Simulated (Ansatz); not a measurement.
**CH5Cl2GaO: small, medium and large basis sets**

How large a basis does CH5Cl2GaO need? Two functionals are run in growing sets.

Computed with Ansatz 0.2.0, Gaussian basis. Level: one geometry, several basis sets.

Plan: PBE0-D4/def2-SVP; ωB97M-V/def2-SVP; PBE0-D4/def2-QZVPP; ωB97M-V/def2-QZVPP; the functionals' def2-TZVPP values are taken from earlier runs.

## (1) Structure used throughout

The geometry comes from an earlier relaxation with PBE0-D4 in a triple-zeta def2 set; it is a stationary point, not always the lowest conformer.

SMILES `[CH3][Ga-]([OH2+])([Cl])[Cl]`, 10 atoms, charge 0, spin multiplicity 1.

Atoms are counted from 1 here; the program's logs count them from 0.

Bond lengths: C1–Ga2 1.946 Å, C1–H6 1.090 Å, C1–H7 1.090 Å, C1–H8 1.091 Å, Ga2–O3 2.119 Å, Ga2–Cl4 2.183 Å, Ga2–Cl5 2.183 Å, O3–H9 0.968 Å, O3–H10 0.968 Å. Angles: Ga2–C1–H6 110.2°, Ga2–C1–H7 110.2°, Ga2–C1–H8 109.7°, H6–C1–H7 109.4°, H6–C1–H8 108.6°, H7–C1–H8 108.6°, C1–Ga2–O3 108.3°, C1–Ga2–Cl4 121.1°, C1–Ga2–Cl5 121.1°, O3–Ga2–Cl4 92.0°, O3–Ga2–Cl5 92.0°, Cl4–Ga2–Cl5 112.3°, Ga2–O3–H9 104.1°, Ga2–O3–H10 104.1°, H9–O3–H10 106.7°.

## (2) PBE0-D4 in def2-SVP

Input file in.yaml:

```yaml
crystal:
  periodic: [false, false, false]
  atoms:
    - {symbol: C, position_ang: [-1.562158, -0.523423, 0.289430]}
    - {symbol: Ga, position_ang: [-0.002444, 0.261271, -0.570213]}
    - {symbol: O, position_ang: [1.653141, 0.048144, 0.735106]}
    - {symbol: Cl, position_ang: [1.037774, -0.776642, -2.184078]}
    - {symbol: Cl, position_ang: [0.258921, 2.425769, -0.672973]}
    - {symbol: H, position_ang: [-1.770260, -0.013362, 1.230550]}
    - {symbol: H, position_ang: [-1.393664, -1.583694, 0.480687]}
    - {symbol: H, position_ang: [-2.431783, -0.421011, -0.361545]}
    - {symbol: H, position_ang: [2.313446, -0.419722, 0.204687]}
    - {symbol: H, position_ang: [1.980126, 0.951370, 0.851346]}
basis:
  gaussian: {orbitals: def2-SVP}
hamiltonian: {xc: pbe0, dispersion: d4}
output: {orbitals: {seedname: orbitals}}
```

Launch:

```
$ ansatz run in.yaml --threads 4 --pin off --events-out ev --progress --plain --max-ram 10444MiB
```

After this run come: ωB97M-V in def2-SVP; PBE0-D4 in def2-QZVPP; ωB97M-V in def2-QZVPP.

Q: Predict the results of all the runs planned. Wanted: PBE0-D4: double and triple zeta above quadruple; ωB97M-V: double and triple zeta above quadruple.

As calculated:

| quantity | value |
| --- | --- |
| PBE0-D4: double and triple zeta above quadruple | 21.18, 2.09 eV |
| ωB97M-V: double and triple zeta above quadruple | 21.11, 2.02 eV |

For PBE0-D4 the step from double to triple zeta gains 19.09 eV and the next only 2.09 eV. These are total energies; as a rule much of such shifts cancels in differences, which this series doesn't test. The LUMO of ωB97M-V is positive and keeps falling with the basis (1.91 to 0.80 eV): an unbound level that the basis holds in place.
